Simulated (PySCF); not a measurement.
# SnO(OH)₂: structure of the singlet

The task is one start of a wider search on SnO(OH)₂: the singlet, from a T-shaped (ligand arrangement 1) start. It is relaxed, tested by its Hessian and followed downhill if it is a saddle.

Program: PySCF 2.14.0. Level of theory: PBE0, basis Sn def2-TZVP with ECP28, O def2-TZVP, H def2-TZVP, scalar-relativistic core potentials, no spin–orbit coupling, density fitting. These are calculated values, not measurements.

### 1 The system as given

6 atoms, charge 0, spin multiplicity 1.

Bond lengths: Sn1–O2 1.870 Å, Sn1–O3 2.030 Å, Sn1–O4 2.030 Å, O3–H5 0.960 Å, O4–H6 0.960 Å. Angles: O2–Sn1–O3 88.0°, O2–Sn1–O4 88.0°, O3–Sn1–O4 176.0°, Sn1–O3–H5 130.0°, Sn1–O4–H6 130.0°.

```xyz
6
charge 0 multiplicity 1
Sn    0.0000    0.0000    0.0000
O     0.0000    0.0000    1.8700
O     2.0288    0.0000    0.0708
O    -2.0288    0.0000    0.0708
H     2.6455   -0.7354    0.0924
H    -2.6455    0.7354    0.0924
```

### 2 The SCF at the typed geometry

The steps below are one call of a driver around PySCF. For each, scf.py gives the equivalent set-up of the SCF; relaxations use the driver's own optimiser. After this first run the driver tries any further starts and a stability analysis.

scf.py

```python
from pyscf import gto, scf, dft
mol = gto.M(atom='''
Sn     0.000000     0.000000     0.000000
O      0.000000     0.000000     1.870000
O      2.028800     0.000000     0.070800
O     -2.028800     0.000000     0.070800
H      2.645500    -0.735400     0.092400
H     -2.645500     0.735400     0.092400''',
    basis={'Sn': 'def2-TZVP', 'O': 'def2-TZVP', 'H': 'def2-TZVP'},
    ecp={'Sn': 'def2-TZVP'},
    charge=0, spin=0)
mf = dft.RKS(mol, xc='PBE0')
mf.grids.atom_grid = (50, 194)
aux = {'Sn': 'def2-universal-JKFIT', 'O': 'def2-universal-JKFIT', 'H': 'def2-universal-JKFIT'}
mf = mf.density_fit(auxbasis=aux)
mf.conv_tol = 1e-08
mf.diis_space = 10
mf.max_cycle = 60
mf.init_guess = 'minao'
mf.verbose = 4
mf.kernel()
```

On the command line:

```
OMP_NUM_THREADS=4 python axn.py task.json out
```

The log of the run, shortened:

```text
[... the frontier levels of the middle cycles are left out ...]
init E= -404.106442581994
  HOMO = -0.713801487447102  LUMO = -0.696893925945588  gap/eV = 0.46008
cycle= 1 E= -439.805746590377  delta_E= -35.7  |g|= 2.46  |ddm|= 31.1
  HOMO = 0.0108438508792517  LUMO = 0.0366619936165554  gap/eV = 0.70255
cycle= 2 E= -434.023399516069  delta_E= 5.78  |g|= 4.53  |ddm|=  9.1
  HOMO = -0.280628221628242  LUMO = -0.141776829232757  gap/eV = 3.77834
cycle= 3 E= -439.641510998739  delta_E= -5.62  |g|= 2.52  |ddm|= 6.84
cycle= 4 E= -440.653620831484  delta_E= -1.01  |g|= 0.994  |ddm|= 0.972
cycle= 5 E= -440.885260467802  delta_E= -0.232  |g|= 0.32  |ddm|= 1.22
cycle= 6 E= -440.891342019576  delta_E= -0.00608  |g|= 0.283  |ddm|= 0.453
cycle= 7 E= -440.906635152204  delta_E= -0.0153  |g|= 0.0392  |ddm|= 0.166
cycle= 8 E= -440.906792489984  delta_E= -0.000157  |g|= 0.0314  |ddm|= 0.0337
cycle= 9 E= -440.906986733529  delta_E= -0.000194  |g|= 0.0131  |ddm|= 0.016
cycle= 10 E= -440.907028067892  delta_E= -4.13e-05  |g|= 0.00188  |ddm|= 0.0105
cycle= 11 E= -440.907028470343  delta_E= -4.02e-07  |g|= 0.00138  |ddm|= 0.00238
cycle= 12 E= -440.907028885437  delta_E= -4.15e-07  |g|= 0.000204  |ddm|= 0.000875
cycle= 13 E= -440.907028894454  delta_E= -9.02e-09  |g|= 2.68e-05  |ddm|= 0.000132
  HOMO = -0.244462573946986  LUMO = -0.189111408999061  gap/eV = 1.50618
Extra cycle  E= -440.907028891892  delta_E= 2.56e-09  |g|= 0.000114  |ddm|= 0.000129
converged SCF energy = -440.907028891892
```

This step, with its further starts and checks, took 8.8 s on 4 threads of Arm Neoverse V2, shared host.

The test of internal stability found no lower closed-shell solution.

### 3 T-shaped (ligand arrangement 1) start, singlet: relaxation

The program finds C2 symmetry in the start, which this walk keeps. The walk stops when the largest gradient is under 0.0003 Eh/bohr and the energy has settled too.

scf.py, as its differences from that of step 2:

```diff
@@ -3,6 +3,6 @@
-Sn     0.000000     0.000000     0.000000
-O      0.000000     0.000000     1.870000
-O      2.028800     0.000000     0.070800
-O     -2.028800     0.000000     0.070800
-H      2.645500    -0.735400     0.092400
-H     -2.645500     0.735400     0.092400''',
+Sn     0.000000     0.000000    -0.190472
+O      0.000000     0.000000     1.679528
+O      2.028800    -0.000000    -0.119672
+O     -2.028800     0.000000    -0.119672
+H      2.645500    -0.735400    -0.098072
+H     -2.645500     0.735400    -0.098072''',
@@ -19 +18,0 @@
-mf.init_guess = 'minao'
```

The optimiser's trace:

```
step  energy (Eh)  change (kJ/mol)  largest symmetric gradient (Eh/bohr)
   0  -440.907029             0.00                               0.07362
   1  -440.942128           -92.15                               0.03642
   2  -440.976515          -182.44                               0.04369
   3  -440.995459          -232.17                               0.03427
   4  -441.012134          -275.95                               0.01587
   5  -441.016308          -286.91                               0.03409
   6  -441.022355          -302.79                               0.01637
   7  -441.024196          -307.62                               0.00703
   8  -441.024876          -309.41                               0.02009
   9  -441.025762          -311.73                               0.00711
  10  -441.026247          -313.01                               0.00524
  11  -441.027682          -316.77                               0.01619
  12  -441.028396          -318.65                               0.00434
  13  -441.028746          -319.57                               0.00796
  14  -441.028961          -320.13                               0.00266
  15  -441.029038          -320.33                               0.00153
  16  -441.029060          -320.39                               0.00083
  17  -441.029063          -320.40                               0.00020
```

The walk took 54 s.

End point (C2v, 17 steps, 320.4 kJ/mol gained): O–H 0.963 Å (×2), Sn–O 1.823 Å, Sn–O 1.938 Å (×2); H–O–Sn 111.7° (×2), O–Sn–O 98.6°, O–Sn–O 130.7° (×2).

### 4 Is it a minimum? Harmonic modes

On the finer grid the gradient is checked again; gradients at displacements of ±0.02 bohr then give force constants and infrared intensities.

scf.py, as its differences from that of step 3:

```diff
@@ -3,6 +3,6 @@
-Sn     0.000000     0.000000    -0.190472
-O      0.000000     0.000000     1.679528
-O      2.028800    -0.000000    -0.119672
-O     -2.028800     0.000000    -0.119672
-H      2.645500    -0.735400    -0.098072
-H     -2.645500     0.735400    -0.098072''',
+Sn     0.000000     0.000000     0.078704
+O     -0.000000    -0.000000     1.902117
+O      1.439318    -0.286502    -1.187652
+O     -1.439318     0.286502    -1.187652
+H      2.277331    -0.453312    -0.743931
+H     -2.277331     0.453312    -0.743931''',
@@ -13 +13 @@
-mf.grids.atom_grid = (50, 194)
+mf.grids.atom_grid = (75, 302)
@@ -16 +16 @@
-mf.conv_tol = 1e-08
+mf.conv_tol = 1e-10
```

The driver hands on the density of the step before, so the log starts near convergence.

Log of the central SCF (cycles and frontier levels):

```text
init E= -441.029125820039
  HOMO = -0.292430421601758  LUMO = -0.0967053128006548  gap/eV = 5.32595
cycle= 1 E= -441.029125819959  delta_E= 8e-11  |g|= 2.56e-05  |ddm|= 2.17e-05
  HOMO = -0.292429476840126  LUMO = -0.0967065497108663  gap/eV = 5.32589
cycle= 2 E= -441.029125819611  delta_E= 3.48e-10  |g|= 5.06e-05  |ddm|= 4.16e-05
  HOMO = -0.29243139496824  LUMO = -0.0967060457904481  gap/eV = 5.32596
cycle= 3 E= -441.029125820054  delta_E= -4.43e-10  |g|= 9.71e-06  |ddm|= 2.95e-05
  HOMO = -0.292430439079923  LUMO = -0.0967058420467843  gap/eV = 5.32594
cycle= 4 E= -441.029125820074  delta_E= -1.92e-11  |g|= 2.36e-07  |ddm|= 7.12e-06
  HOMO = -0.292430443876115  LUMO = -0.096705820358018  gap/eV = 5.32594
Extra cycle  E= -441.029125820075  delta_E= -1.25e-12  |g|= 2.39e-07  |ddm|= 4.61e-07
converged SCF energy = -441.029125820075
```

The whole step took 93 s.

Geometry: C2v; O–H 0.963 Å (×2), Sn–O 1.823 Å, Sn–O 1.938 Å (×2); H–O–Sn 111.8° (×2), O–Sn–O 98.4°, O–Sn–O 130.8° (×2).

Harmonic modes (main isotopes):

| symmetry | ω (cm⁻¹) | IR (km/mol) |
| --- | --- | --- |
| b2 | 139 | 61.4 |
| b1 | 155 | 34.8 |
| a1 | 178 | 1.1 |
| a2 | 319 | 0.0 |
| b1 | 362 | 204 |
| a1 | 647 | 40.6 |
| b2 | 649 | 105 |
| a1 | 834 | 62.0 |
| b2 | 857 | 34.7 |
| a1 | 904 | 123 |
| b2 | 3864 | 197 |
| a1 | 3865 | 1.0 |

All wavenumbers are real: a minimum.

Properties at this point:

| Item | Value |
| --- | --- |
| Dipole moment | 1.24 D |
| Highest occupied level | -7.96 eV |
| Lowest empty level | -2.63 eV |
| Rotational constants | 0.2113, 0.1608, 0.09131 cm⁻¹ |
| Zero-point energy | 76.4 kJ/mol |
| Principal polarisabilities | 31.8, 47.8, 53.9 bohr³ |
| Atomisation energy without zero-point energy | 1871 kJ/mol |
| Principal traceless quadrupole moments about the centre of mass | -20.98, 5.90, 15.09 D Å |
| Entropy at 298.15 K and 1 bar | 322.8 J/(mol K) |
| Heat capacity Cp at 298.15 K | 85.1 J/(mol K) |
| Enthalpy at 298.15 K above 0 K | 18.04 kJ/mol |
| Rotational symmetry number | 2 |

Charges (e) and bond orders:

| atom | Mulliken | Löwdin | polar tensor | Mayer order to Sn1 |
| --- | --- | --- | --- | --- |
| Sn1 | 1.21 | 0.69 | 1.68 | – |
| O2 | -0.61 | -0.44 | -0.71 | 1.81 |
| O3,4 | -0.63 | -0.29 | -0.75 | 0.99 |
| H5,6 | 0.33 | 0.17 | 0.26 | 0.02 |

Outer orbital energies (eV). occupied: -13.60, -12.23, -10.90, -10.45, -9.78, -9.41, -8.16, -7.96; empty: -2.63, -1.48, 0.08, 1.41.

Mulliken populations on Sn1 (outside its core potential): s 3.07, p 7.22, d 10.37, f 0.13.

### 5 Outcome

| quantity | value |
| --- | --- |
| minimum | singlet, C2v |
| geometry | O–H 0.963 Å (×2), Sn–O 1.823 Å, Sn–O 1.938 Å (×2); H–O–Sn 111.8° (×2), O–Sn–O 98.4°, O–Sn–O 130.8° (×2) |
| wavenumbers (cm⁻¹) | 139 (b2), 155 (b1), 178 (a1), 319 (a2), 362 (b1), 647 (a1), 649 (b2), 834 (a1), 857 (b2), 904 (a1), 3864 (b2), 3865 (a1) |
| dipole moment | 1.24 D |
| highest occupied, lowest empty level | -7.96, -2.63 eV |
| polar-tensor charge of Sn1 | +1.68 e |
| zero-point energy | 76.4 kJ/mol |
| entropy at 298.15 K | 322.8 J/(mol K) |
| atomisation energy (no zero-point energy) | 1871 kJ/mol |

In words: From C2 at the start the molecule goes to a C2v minimum. In the infrared the band at 362 cm⁻¹ (b1) leads. Other starts or spin states, not run here, may lie lower.

The search up to here took 2.6 min.
